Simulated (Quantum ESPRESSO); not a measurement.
# Si2Ni (I4/mmm) in Quantum ESPRESSO: single point with PBE

Aim: the single point of Si2Ni with PBE.

All numbers are computed with Quantum ESPRESSO 7.5; they aren't measurements. Logs are shortened: lines on timing, memory, paths and dates and some standing lists are left out, and cuts for length are marked.

## Step 1: The crystal as given

It takes space group I4/mmm (No. 139, tetragonal). The conventional cell has a = 3.807 Å, b = 3.807 Å, c = 5.438 Å, α = 90.00°, β = 90.00°, γ = 90.00°. Around Ni (site symmetry 4/mmm) lie 8 Si at 2.34 Å. Si (site symmetry -4m2) has 4 Ni at 2.34 Å as nearest neighbours.

The cell was built by a generator and needn't be a form met in nature.

## Step 2: Single point, PBE

Contents of pw.in:

```
&CONTROL
  calculation = 'scf'
  prefix = 'pwscf'
  outdir = './tmp'
  pseudo_dir = './pseudo'
  tprnfor = .true.
  tstress = .true.
  disk_io = 'nowf'
/
&SYSTEM
  ibrav = 0
  nat = 3
  ntyp = 2
  ecutwfc = 45
  ecutrho = 360
  nbnd = 20
  occupations = 'smearing'
  smearing = 'mp'
  degauss = 0.00734986
/
&ELECTRONS
  conv_thr = 6d-10
  electron_maxstep = 120
  mixing_beta = 0.5
/
ATOMIC_SPECIES
Ni    58.6934 ni_pbe_v1.4.uspp.F.UPF
Si    28.0850 si_pbe_v1.uspp.F.UPF
CELL_PARAMETERS angstrom
   0.0000000000    2.6921988120    2.7191747520
   2.6921988120    0.0000000000    2.7191747520
   2.6921988120    2.6921988120    0.0000000000
ATOMIC_POSITIONS crystal
Ni     0.0000000000    0.0000000000    0.0000000000
Si     0.2500000000    0.2500000000    0.2500000000
Si     0.7500000000    0.7500000000    0.7500000000
K_POINTS automatic
16 16 16 0 0 0
```

Potentials or basis: GBRV 1.5 PBE.

Launch:

```bash
OMP_NUM_THREADS=1 pw.x -in pw.in > pw.out
```

pw.out:

```text
This program is part of the open-source Quantum ESPRESSO suite
     for quantum simulation of materials; please cite
[... 9 lines left out ...]
     --------------------
     sticks:   dense  smooth     PW     G-vecs:    dense   smooth      PW
     Sum        1285     649    199                30675    10913    1917

     Using Slab Decomposition

     bravais-lattice index     =            0
     lattice parameter (alat)  =       7.2310  a.u.
     unit-cell volume          =     265.9978 (a.u.)^3
     number of atoms/cell      =            3
     number of atomic types    =            2
     number of electrons       =        26.00
     number of Kohn-Sham states=           20
     kinetic-energy cutoff     =      45.0000  Ry
     charge density cutoff     =     360.0000  Ry
     scf convergence threshold =      6.0E-10
     mixing beta               =       0.5000
     number of iterations used =            8  plain     mixing
     Exchange-correlation= SLA  PW   PBE  PBE
                           (   1   4   3   4   0   0   0)

     celldm(1)=   7.230974  celldm(2)=   0.000000  celldm(3)=   0.000000
     celldm(4)=   0.000000  celldm(5)=   0.000000  celldm(6)=   0.000000

     crystal axes: (cart. coord. in units of alat)
               a(1) = (   0.000000   0.703573   0.710623 )
               a(2) = (   0.703573   0.000000   0.710623 )
               a(3) = (   0.703573   0.703573   0.000000 )

     reciprocal axes: (cart. coord. in units 2 pi/alat)
               b(1) = ( -0.710658  0.710658  0.703608 )
               b(2) = (  0.710658 -0.710658  0.703608 )
               b(3) = (  0.710658  0.710658 -0.703608 )

     PseudoPot. # 1 for Ni read from file:
     ni_pbe_v1.4.uspp.F.UPF
     Pseudo is Ultrasoft + core correction, Zval = 18.0
     Generated by new atomic code, or converted to UPF format
     Using radial grid of  865 points,  6 beta functions with:
                l(1) =   0
                l(2) =   0
                l(3) =   1
                l(4) =   1
                l(5) =   2
                l(6) =   2
     Q(r) pseudized with 10 coefficients,  rinner =    0.980   0.980   0.980
                                                       0.980   0.980

     PseudoPot. # 2 for Si read from file:
     si_pbe_v1.uspp.F.UPF
     Pseudo is Ultrasoft + core correction, Zval =  4.0
     Generated by new atomic code, or converted to UPF format
     Using radial grid of  899 points,  6 beta functions with:
                l(1) =   0
                l(2) =   0
                l(3) =   1
                l(4) =   1
                l(5) =   2
                l(6) =   2
     Q(r) pseudized with  8 coefficients,  rinner =    0.900   0.900   0.900
                                                       0.900   0.900

     atomic species   valence    mass     pseudopotential
     Ni               18.00    58.69340     Ni( 1.00)
     Si                4.00    28.08500     Si( 1.00)

     16 Sym. Ops., with inversion, found

   Cartesian axes

     site n.     atom                  positions (alat units)
         1        Ni     tau(   1) = (   0.0000000   0.0000000   0.0000000  )
         2        Si     tau(   2) = (   0.3517865   0.3517865   0.3553115  )
         3        Si     tau(   3) = (   1.0553596   1.0553596   1.0659344  )

     number of k points=   349  Methfessel-Paxton smearing, width (Ry)=  0.0073

     Number of k-points >= 100: set verbosity='high' to print them.

     Dense  grid:    30675 G-vectors     FFT dimensions: (  45,  45,  45)

     Smooth grid:    10913 G-vectors     FFT dimensions: (  32,  32,  32)

     Check: negative core charge=   -0.000002

     Initial potential from superposition of free atoms

     starting charge      23.9987, renormalised to      26.0000
     Starting wfcs are   21 randomized atomic wfcs

     Self-consistent Calculation

     iteration #  1     ecut=    45.00 Ry     beta= 0.50
     Davidson diagonalization with overlap
     ethr =  1.00E-02,  avg # of iterations =  6.6

     total energy              =    -334.14252343 Ry
     estimated scf accuracy    <      51.41286272 Ry

     iteration #  2     ecut=    45.00 Ry     beta= 0.50
     Davidson diagonalization with overlap
     ethr =  1.00E-02,  avg # of iterations =  3.0

     total energy              =    -361.84615236 Ry
     estimated scf accuracy    <      54.87497060 Ry

     iteration #  3     ecut=    45.00 Ry     beta= 0.50
     Davidson diagonalization with overlap
     ethr =  1.00E-02,  avg # of iterations =  2.2

     total energy              =    -362.01923728 Ry
     estimated scf accuracy    <      10.65492924 Ry

     iteration #  4     ecut=    45.00 Ry     beta= 0.50
     Davidson diagonalization with overlap
     ethr =  1.00E-02,  avg # of iterations =  2.2

     total energy              =    -362.86027480 Ry
     estimated scf accuracy    <       1.24869787 Ry

     iteration #  5     ecut=    45.00 Ry     beta= 0.50
     Davidson diagonalization with overlap
     ethr =  4.80E-03,  avg # of iterations =  1.3

     total energy              =    -362.13037960 Ry
     estimated scf accuracy    <       1.28364930 Ry

     iteration #  6     ecut=    45.00 Ry     beta= 0.50
     Davidson diagonalization with overlap
     ethr =  4.80E-03,  avg # of iterations =  2.3

     total energy              =    -362.86296979 Ry
     estimated scf accuracy    <       3.45726911 Ry

     iteration #  7     ecut=    45.00 Ry     beta= 0.50
     Davidson diagonalization with overlap
     ethr =  4.80E-03,  avg # of iterations =  1.0

     total energy              =    -362.85488729 Ry
     estimated scf accuracy    <       3.54078937 Ry

     iteration #  8     ecut=    45.00 Ry     beta= 0.50
     Davidson diagonalization with overlap
     ethr =  4.80E-03,  avg # of iterations =  1.0

     total energy              =    -361.98329420 Ry
     estimated scf accuracy    <       3.41766203 Ry

     iteration #  9     ecut=    45.00 Ry     beta= 0.50
     Davidson diagonalization with overlap
     ethr =  4.80E-03,  avg # of iterations =  2.0

     total energy              =    -362.51883302 Ry
     estimated scf accuracy    <       0.40083007 Ry

     iteration # 10     ecut=    45.00 Ry     beta= 0.50
     Davidson diagonalization with overlap
     ethr =  1.54E-03,  avg # of iterations =  1.2

     total energy              =    -362.55379349 Ry
     estimated scf accuracy    <       0.01425656 Ry

     iteration # 11     ecut=    45.00 Ry     beta= 0.50
     Davidson diagonalization with overlap
     ethr =  5.48E-05,  avg # of iterations =  3.1

     total energy              =    -362.53325949 Ry
     estimated scf accuracy    <       0.07354467 Ry

     iteration # 12     ecut=    45.00 Ry     beta= 0.50
     Davidson diagonalization with overlap
     ethr =  5.48E-05,  avg # of iterations =  2.7

     total energy              =    -362.55323220 Ry
     estimated scf accuracy    <       0.03710603 Ry

     iteration # 13     ecut=    45.00 Ry     beta= 0.50
     Davidson diagonalization with overlap
     ethr =  5.48E-05,  avg # of iterations =  1.0

     total energy              =    -362.55512821 Ry
     estimated scf accuracy    <       0.05366663 Ry

     iteration # 14     ecut=    45.00 Ry     beta= 0.50
     Davidson diagonalization with overlap
     ethr =  5.48E-05,  avg # of iterations =  1.0

     total energy              =    -362.55450859 Ry
     estimated scf accuracy    <       0.07549564 Ry

     iteration # 15     ecut=    45.00 Ry     beta= 0.50
     Davidson diagonalization with overlap
     ethr =  5.48E-05,  avg # of iterations =  1.0

     total energy              =    -362.57490226 Ry
     estimated scf accuracy    <       0.06766970 Ry

     iteration # 16     ecut=    45.00 Ry     beta= 0.50
     Davidson diagonalization with overlap
     ethr =  5.48E-05,  avg # of iterations =  2.1

     total energy              =    -362.47081411 Ry
     estimated scf accuracy    <       0.31090862 Ry

     iteration # 17     ecut=    45.00 Ry     beta= 0.50
     Davidson diagonalization with overlap
     ethr =  5.48E-05,  avg # of iterations =  3.5

     total energy              =    -362.53352828 Ry
     estimated scf accuracy    <       0.24327253 Ry

     iteration # 18     ecut=    45.00 Ry     beta= 0.50
     Davidson diagonalization with overlap
     ethr =  5.48E-05,  avg # of iterations =  2.1

     total energy              =    -362.54493614 Ry
     estimated scf accuracy    <       0.01346310 Ry

     iteration # 19     ecut=    45.00 Ry     beta= 0.50
     Davidson diagonalization with overlap
     ethr =  5.18E-05,  avg # of iterations =  1.8

     total energy              =    -362.54673535 Ry
     estimated scf accuracy    <       0.00129036 Ry

     iteration # 20     ecut=    45.00 Ry     beta= 0.50
     Davidson diagonalization with overlap
     ethr =  4.96E-06,  avg # of iterations =  2.4

     total energy              =    -362.54698286 Ry
     estimated scf accuracy    <       0.00013932 Ry

     iteration # 21     ecut=    45.00 Ry     beta= 0.50
     Davidson diagonalization with overlap
     ethr =  5.36E-07,  avg # of iterations =  1.3

     total energy              =    -362.54699146 Ry
     estimated scf accuracy    <       0.00000515 Ry

     iteration # 22     ecut=    45.00 Ry     beta= 0.50
     Davidson diagonalization with overlap
     ethr =  1.98E-08,  avg # of iterations =  2.1

     total energy              =    -362.54699228 Ry
     estimated scf accuracy    <       0.00000233 Ry

     iteration # 23     ecut=    45.00 Ry     beta= 0.50
     Davidson diagonalization with overlap
     ethr =  8.97E-09,  avg # of iterations =  1.0

     total energy              =    -362.54699252 Ry
     estimated scf accuracy    <       0.00000005 Ry

     iteration # 24     ecut=    45.00 Ry     beta= 0.50
     Davidson diagonalization with overlap
     ethr =  2.10E-10,  avg # of iterations =  2.3

     total energy              =    -362.54699254 Ry
     estimated scf accuracy    <          8.0E-09 Ry

     iteration # 25     ecut=    45.00 Ry     beta= 0.50
     Davidson diagonalization with overlap
     ethr =  3.06E-11,  avg # of iterations =  2.0

     total energy              =    -362.54699254 Ry
     estimated scf accuracy    <          1.5E-09 Ry

     iteration # 26     ecut=    45.00 Ry     beta= 0.50
     Davidson diagonalization with overlap
     ethr =  5.66E-12,  avg # of iterations =  2.0

     End of self-consistent calculation

     Number of k-points >= 100: set verbosity='high' to print the bands.

     the Fermi energy is    13.1966 ev

!    total energy              =    -362.54699254 Ry
     estimated scf accuracy    <          2.2E-11 Ry
     smearing contrib. (-TS)   =      -0.00001591 Ry
     internal energy E=F+TS    =    -362.54697663 Ry

     The total energy is F=E-TS. E is the sum of the following terms:
     one-electron contribution =    -290.50578116 Ry
     hartree contribution      =     158.28272608 Ry
     xc contribution           =     -44.40227757 Ry
     ewald contribution        =    -185.92164398 Ry

     convergence has been achieved in  26 iterations

     Forces acting on atoms (cartesian axes, Ry/au):

     atom    1 type  1   force =     0.00000000    0.00000000   -0.00000000
     atom    2 type  2   force =     0.00000000   -0.00000000   -0.00000000
     atom    3 type  2   force =     0.00000000   -0.00000000    0.00000000

     Total force =     0.000000     Total SCF correction =     0.000000

     Computing stress (Cartesian axis) and pressure

          total   stress  (Ry/bohr**3)                   (kbar)     P=       36.66
   0.00025943  -0.00000000   0.00000000           38.16       -0.00        0.00
  -0.00000000   0.00025943   0.00000000           -0.00       38.16        0.00
  -0.00000000   0.00000000   0.00022883           -0.00        0.00       33.66

=------------------------------------------------------------------------------=
   JOB DONE.
=------------------------------------------------------------------------------=
```

It took 5.4 min on 1 thread of Intel Xeon Platinum 8259CL at 2.50GHz (Skylake/Cascade Lake), shared host; peak memory 0.28 GiB.

Results:

| Property | Result |
| --- | --- |
| Free energy | -4932.7031 eV |
| Pressure | 3.7 GPa |
| Band gap on the k mesh | none (metal or under the smearing width) |

Stress tensor (GPa, compression positive):
```
3.82 0.00 0.00
0.00 3.82 0.00
0.00 0.00 3.37
```

Spin polarisation is off, so any magnetic state and its effect on volume and gap are missing.
